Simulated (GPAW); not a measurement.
# Mg3TiO4 (Pm-3m) in GPAW: further runs, part 2 of 2

GPAW 26.7.0. The steps go on from the part before.

### Step 3. Relaxation of cell and atoms, PBEsol, target pressure 2 GPa, at which the enthalpy is minimised

File run.py:

```python
from ase import Atoms
from ase.filters import FrechetCellFilter
from ase.io import write
from ase.optimize import BFGS
from ase.units import GPa
from gpaw import GPAW, PW, setup_paths

setup_paths.insert(0, '.')

atoms = Atoms(['Ti', 'Mg', 'Mg', 'Mg', 'O', 'O', 'O', 'O'],
              cell=[[4.31365886, 0.0, 0.0],
                    [0.0, 4.31365886, 0.0],
                    [0.0, 0.0, 4.31365886]],
              scaled_positions=[[0.0, 0.0, 0.0],
                                [0.5, 0.5, 0.0],
                                [0.5, 0.0, 0.5],
                                [0.0, 0.5, 0.5],
                                [0.0, 0.5, 0.0],
                                [0.0, 0.0, 0.5],
                                [0.5, 0.5, 0.5],
                                [0.5, 0.0, 0.0]],
              pbc=True)

calc = GPAW(mode=PW(800),
            xc='PBEsol',
            kpts={'size': (5, 5, 5), 'gamma': True},
            occupations={'name': 'fermi-dirac', 'width': 0.05},
            nbands=55,
            convergence={'density': 1e-05, 'forces': 0.0001},
            maxiter=150,
            txt='gpaw.txt')
atoms.calc = calc
opt = BFGS(FrechetCellFilter(atoms, scalar_pressure=2 * GPa), trajectory='relax.traj', logfile='-')
done = opt.run(fmax=0.02, steps=60)
calc.write('gs.gpw')
write('result.traj', atoms)
print('Converged:', done)
print('Cell:', atoms.cell.cellpar().round(4))
print('Volume:', round(atoms.get_volume(), 4))
print(atoms.get_scaled_positions().round(5))
```

Potentials or basis: PAW data sets generated in the run's folder for this functional, pw.

Launch:

```bash
> gpaw-setup -f PBEsol Mg O Ti
> OMP_NUM_THREADS=1 python run.py
```

gpaw.txt:

```text
__  _  _
 | _ |_)|_||  |
 |__||  | ||/\| - 26.7.0

Input parameters:
  mode=PW(ecut=800.0),
  convergence={'density': 1e-05, 'forces': 0.0001},
  kpts=MonkhorstPack(size=(5, 5, 5), gamma=True),
  maxiter=150,
  nbands=55,
  occupations=Occupations(name='fermi-dirac', width=0.05),
  xc=XC(name='PBEsol')

Diagonalizing LCAO Hamiltonian
Converting LCAO to pw mode
    .----------.
   /|          |
  / |          |
 *  |          |
 |Mg|   O      |
 |  .----------.
 O /  Mg      /
 |/     Mg   /
 Ti---O-----*

Atoms  # Å, Bohr magnetons
|   | symbol |        x |        y |        z |    initial magnetic moments |
|---|--------|----------|----------|----------|-----------------------------|
| 0 |     Ti | 0.000000 | 0.000000 | 0.000000 | ( 0.0000,  0.0000,  0.0000) |
| 1 |     Mg | 2.156829 | 2.156829 | 0.000000 | ( 0.0000,  0.0000,  0.0000) |
| 2 |     Mg | 2.156829 | 0.000000 | 2.156829 | ( 0.0000,  0.0000,  0.0000) |
| 3 |     Mg | 0.000000 | 2.156829 | 2.156829 | ( 0.0000,  0.0000,  0.0000) |
| 4 |      O | 0.000000 | 2.156829 | 0.000000 | ( 0.0000,  0.0000,  0.0000) |
| 5 |      O | 0.000000 | 0.000000 | 2.156829 | ( 0.0000,  0.0000,  0.0000) |
| 6 |      O | 2.156829 | 2.156829 | 2.156829 | ( 0.0000,  0.0000,  0.0000) |
| 7 |      O | 2.156829 | 0.000000 | 0.000000 | ( 0.0000,  0.0000,  0.0000) |

Unit cell  # Å
| periodic |        x |        y |        z |  lengths |    angles |
|----------|----------|----------|----------|----------|-----------|
|      yes | 4.313659 | 0.000000 | 0.000000 | 4.313659 | 90.000000 |
|      yes | 0.000000 | 4.313659 | 0.000000 | 4.313659 | 90.000000 |
|      yes | 0.000000 | 0.000000 | 4.313659 | 4.313659 | 90.000000 |

Number of symmetries: 48
Symmetry operations  # r_c * U_cc + t_c -> r_c
|    | kind |            matrix            |
|----|------|------------------------------|
|  0 |  E   |  1, 0, 0,  0, 1, 0,  0, 0, 1 |
|  1 |  σ   |  1, 0, 0,  0, 1, 0,  0, 0,-1 |
|  2 |  σ   |  1, 0, 0,  0, 0, 1,  0, 1, 0 |
|  3 |  C4  |  1, 0, 0,  0, 0, 1,  0,-1, 0 |
|  4 |  C4  |  1, 0, 0,  0, 0,-1,  0, 1, 0 |
|  5 |  σ   |  1, 0, 0,  0, 0,-1,  0,-1, 0 |
|  6 |  σ   |  1, 0, 0,  0,-1, 0,  0, 0, 1 |
|  7 |  C2  |  1, 0, 0,  0,-1, 0,  0, 0,-1 |
|  8 |  σ   |  0, 1, 0,  1, 0, 0,  0, 0, 1 |
[... 254 lines left out ...]
No gap
[... 363 lines left out ...]
|  0 |  E   |  1, 0, 0,  0, 1, 0,  0, 0, 1 |
|  1 |  σ   |  1, 0, 0,  0, 1, 0,  0, 0,-1 |
|  2 |  σ   |  1, 0, 0,  0, 0, 1,  0, 1, 0 |
|  3 |  C4  |  1, 0, 0,  0, 0, 1,  0,-1, 0 |
|  4 |  C4  |  1, 0, 0,  0, 0,-1,  0, 1, 0 |
|  5 |  σ   |  1, 0, 0,  0, 0,-1,  0,-1, 0 |
|  6 |  σ   |  1, 0, 0,  0,-1, 0,  0, 0, 1 |
|  7 |  C2  |  1, 0, 0,  0,-1, 0,  0, 0,-1 |
|  8 |  σ   |  0, 1, 0,  1, 0, 0,  0, 0, 1 |
[... 252 lines left out ...]
No gap
No difference between direct/indirect transitions

Stress tensor  # eV/Ang^3
|         x |         y |         z |
|-----------|-----------|-----------|
| -0.022417 | -0.000000 |  0.000000 |
| -0.000000 | -0.022417 |  0.000000 |
|  0.000000 |  0.000000 | -0.022417 |

Forces  # eV/Ang
|        x |        y |       z |
|----------|----------|---------|
|  0.00000 | -0.00000 | 0.00000 |  # Ti   0
|  0.00000 |  0.00000 | 0.00000 |  # Mg   1
|  0.00000 |  0.00000 | 0.00000 |  # Mg   2
|  0.00000 |  0.00000 | 0.00000 |  # Mg   3
|  0.00000 | -0.00000 | 0.00000 |  # O    4
| -0.00000 |  0.00000 | 0.00000 |  # O    5
|  0.00000 |  0.00000 | 0.00000 |  # O    6
|  0.00000 | -0.00000 | 0.00000 |  # O    7
[... 6 lines left out ...]
         O    Mg
       Ti   O

Atoms  # Å, Bohr magnetons
|   | symbol |         x |         y |         z |    initial magnetic moments |
|---|--------|-----------|-----------|-----------|-----------------------------|
| 0 |     Ti |  0.000000 |  0.000000 | -0.000000 | ( 0.0000,  0.0000,  0.0000) |
| 1 |     Mg |  2.112532 |  2.112532 | -0.000000 | ( 0.0000,  0.0000,  0.0000) |
| 2 |     Mg |  2.112532 | -0.000000 |  2.112532 | ( 0.0000,  0.0000,  0.0000) |
| 3 |     Mg | -0.000000 |  2.112532 |  2.112532 | ( 0.0000,  0.0000,  0.0000) |
| 4 |      O | -0.000000 |  2.112532 |  0.000000 | ( 0.0000,  0.0000,  0.0000) |
| 5 |      O |  0.000000 |  0.000000 |  2.112532 | ( 0.0000,  0.0000,  0.0000) |
| 6 |      O |  2.112532 |  2.112532 |  2.112532 | ( 0.0000,  0.0000,  0.0000) |
| 7 |      O |  2.112532 | -0.000000 |  0.000000 | ( 0.0000,  0.0000,  0.0000) |

Unit cell  # Å
| periodic |         x |         y |         z |  lengths |    angles |
|----------|-----------|-----------|-----------|----------|-----------|
|      yes |  4.225064 | -0.000000 | -0.000000 | 4.225064 | 90.000000 |
|      yes | -0.000000 |  4.225064 |  0.000000 | 4.225064 | 90.000000 |
|      yes | -0.000000 |  0.000000 |  4.225064 | 4.225064 | 90.000000 |

Number of symmetries: 48
Symmetry operations  # r_c * U_cc + t_c -> r_c
|    | kind |            matrix            |
|----|------|------------------------------|
|  0 |  E   |  1, 0, 0,  0, 1, 0,  0, 0, 1 |
|  1 |  σ   |  1, 0, 0,  0, 1, 0,  0, 0,-1 |
|  2 |  σ   |  1, 0, 0,  0, 0, 1,  0, 1, 0 |
|  3 |  C4  |  1, 0, 0,  0, 0, 1,  0,-1, 0 |
|  4 |  C4  |  1, 0, 0,  0, 0,-1,  0, 1, 0 |
|  5 |  σ   |  1, 0, 0,  0, 0,-1,  0,-1, 0 |
|  6 |  σ   |  1, 0, 0,  0,-1, 0,  0, 0, 1 |
|  7 |  C2  |  1, 0, 0,  0,-1, 0,  0, 0,-1 |
|  8 |  σ   |  0, 1, 0,  1, 0, 0,  0, 0, 1 |
[... 250 lines left out ...]
No gap
No difference between direct/indirect transitions

Stress tensor  # eV/Ang^3
|         x |         y |         z |
|-----------|-----------|-----------|
| -0.011272 | -0.000000 |  0.000000 |
| -0.000000 | -0.011272 |  0.000000 |
|  0.000000 |  0.000000 | -0.011272 |

Forces  # eV/Ang
|        x |        y |        z |
|----------|----------|----------|
|  0.00000 |  0.00000 |  0.00000 |  # Ti   0
|  0.00000 | -0.00000 |  0.00000 |  # Mg   1
|  0.00000 |  0.00000 |  0.00000 |  # Mg   2
| -0.00000 | -0.00000 |  0.00000 |  # Mg   3
| -0.00000 | -0.00000 | -0.00000 |  # O    4
| -0.00000 |  0.00000 | -0.00000 |  # O    5
| -0.00000 | -0.00000 |  0.00000 |  # O    6
|  0.00000 | -0.00000 | -0.00000 |  # O    7

# Writing to gs.gpw (mode='')
```

stdout:

```text
Step          Energy          fmax
BFGS:    0      -53.538638        0.593351
BFGS:    1      -53.552870        0.567125
BFGS:    2      -53.684915        0.092751
BFGS:    3      -53.689136        0.011418
Converged: True
Cell: [ 4.2251  4.2251  4.2251 90.     90.     90.    ]
Volume: 75.4223
[[0.  0.  0. ]
 [0.5 0.5 0. ]
 [0.5 0.  0.5]
 [0.  0.5 0.5]
 [0.  0.5 0. ]
 [0.  0.  0.5]
 [0.5 0.5 0.5]
 [0.5 0.  0. ]]
```

It took 2.8 min on 1 thread of Arm Neoverse V2, shared host; peak memory 0.3 GiB.

What came out:

- Free energy: -54.6306 eV
- Relaxed volume: 9.43 Å³/atom
- Relaxed cell: a = 4.225 Å, b = 4.225 Å, c = 4.225 Å, α = 90.00°, β = 90.00°, γ = 90.00°
- Space group after relaxing (to 0.05 Å): Pm-3m (No. 221)
- Energy change on relaxing (the enthalpy is what falls): -11.7 meV/atom
- Ionic steps: 4
- Pressure after relaxing: 1.8 GPa
- Band gap on the k mesh: none (metal or under the smearing width)

Step by step:
```csv
step,energy change (eV),largest force (eV/Å),pressure (GPa),volume (Å³)
1,0.0000,0.0000,-7.47,80.27
2,-0.0112,0.0000,-7.08,80.01
3,-0.0803,0.0000,3.59,74.70
4,-0.0935,0.0000,1.81,75.42
```

Final structure:
```
CELL_PARAMETERS angstrom
4.22506 0.00000 0.00000
0.00000 4.22506 0.00000
0.00000 0.00000 4.22506
ATOMIC_POSITIONS crystal
Ti 0.00000 0.00000 0.00000
Mg 0.50000 0.50000 0.00000
Mg 0.50000 0.00000 0.50000
Mg 0.00000 0.50000 0.50000
O 0.00000 0.50000 0.00000
O 0.00000 0.00000 0.50000
O 0.50000 0.50000 0.50000
O 0.50000 0.00000 0.00000
```

Caveat: later steps reuse the first step's grids; semilocal functionals often make such compounds metallic where correlation or magnetic order opens a gap, which also shifts bond lengths.

### Step 4. Relaxation of cell and atoms, PBEsol, target pressure 5 GPa, at which the enthalpy is minimised

run.py: that of step 3 with these lines changed.

```diff
@@ -32,3 +32,3 @@
 atoms.calc = calc
-opt = BFGS(FrechetCellFilter(atoms, scalar_pressure=2 * GPa), trajectory='relax.traj', logfile='-')
+opt = BFGS(FrechetCellFilter(atoms, scalar_pressure=5 * GPa), trajectory='relax.traj', logfile='-')
 done = opt.run(fmax=0.02, steps=60)
```

Launch:

```bash
> gpaw-setup -f PBEsol Mg O Ti
> OMP_NUM_THREADS=1 python run.py
```

Run time: 2.2 min. Hardware: 1 thread of Arm Neoverse V2, shared host; peak memory 0.33 GiB.

Results (log left out):

```yaml
Free_energy: -54.6020 eV
Relaxed_volume: 9.27 Å³/atom
Relaxed_cell: a = 4.201 Å, b = 4.201 Å, c = 4.201 Å, α = 90.00°, β = 90.00°, γ = 90.00°
Space_group_after_relaxing_to_0.05_Å: Pm-3m (No. 221)
Energy_change_on_relaxing_the_enthalpy_is_what_falls: -8.1 meV/atom
Ionic_steps: 3
Pressure_after_relaxing: 5.0 GPa
Band_gap_on_the_k_mesh: none (metal or under the smearing width)
```

The path:
```tsv
step	energy change (eV)	largest force (eV/Å)	pressure (GPa)	volume (Å³)
1	0.0000	0.0000	-7.47	80.27
2	-0.0147	0.0000	-6.96	79.93
3	-0.0650	0.0000	4.98	74.16
```

Final structure:
```cif
data_structure
_symmetry_space_group_name_H-M 'P 1'
_symmetry_Int_Tables_number 1
_cell_length_a 4.2013
_cell_length_b 4.2013
_cell_length_c 4.2013
_cell_angle_alpha 90.000
_cell_angle_beta 90.000
_cell_angle_gamma 90.000
_cell_volume 74.16
loop_
_atom_site_label
_atom_site_type_symbol
_atom_site_fract_x
_atom_site_fract_y
_atom_site_fract_z
_atom_site_occupancy
Ti1 Ti 0.00000 0.00000 0.00000 1
Mg1 Mg 0.50000 0.50000 0.00000 1
Mg2 Mg 0.50000 0.00000 0.50000 1
Mg3 Mg 0.00000 0.50000 0.50000 1
O1 O 0.00000 0.50000 0.00000 1
O2 O 0.00000 0.00000 0.50000 1
O3 O 0.50000 0.50000 0.50000 1
O4 O 0.50000 0.00000 0.00000 1
```

Levels at points of the mesh, in eV from the Fermi level:
```tsv
k point	band 31	band 32	band 33	band 34	band 35	band 36
(0.00, 0.00, 0.00)	-5.48	-5.48	-1.06	-1.06	-1.06	-0.36
```

Caveat: later steps reuse the first step's grids; semilocal functionals often make such compounds metallic where correlation or magnetic order opens a gap, which also shifts bond lengths.

### Step 5. The runs side by side

```tsv
cell	target pressure	gap on the mesh (eV)	pressure (GPa)
relaxed	-	none	-0.1
relaxed to 2 GPa	2 GPa	none	1.8
relaxed to 5 GPa	5 GPa	none	5.0
```

Alike in all rows: task relaxation of cell and atoms; level PBEsol; potentials or basis PAW data sets generated in the run's folder for this functional, pw; no spin polarisation; k mesh 5 × 5 × 5; cutoff (eV) 800; smearing fermi-dirac 0.05 eV.

Caveats: later steps reuse the first step's grids; semilocal functionals often make such compounds metallic where correlation or magnetic order opens a gap, which also shifts bond lengths.

Total energies depend on the potentials used, so only differences within one code and one set of settings carry meaning.
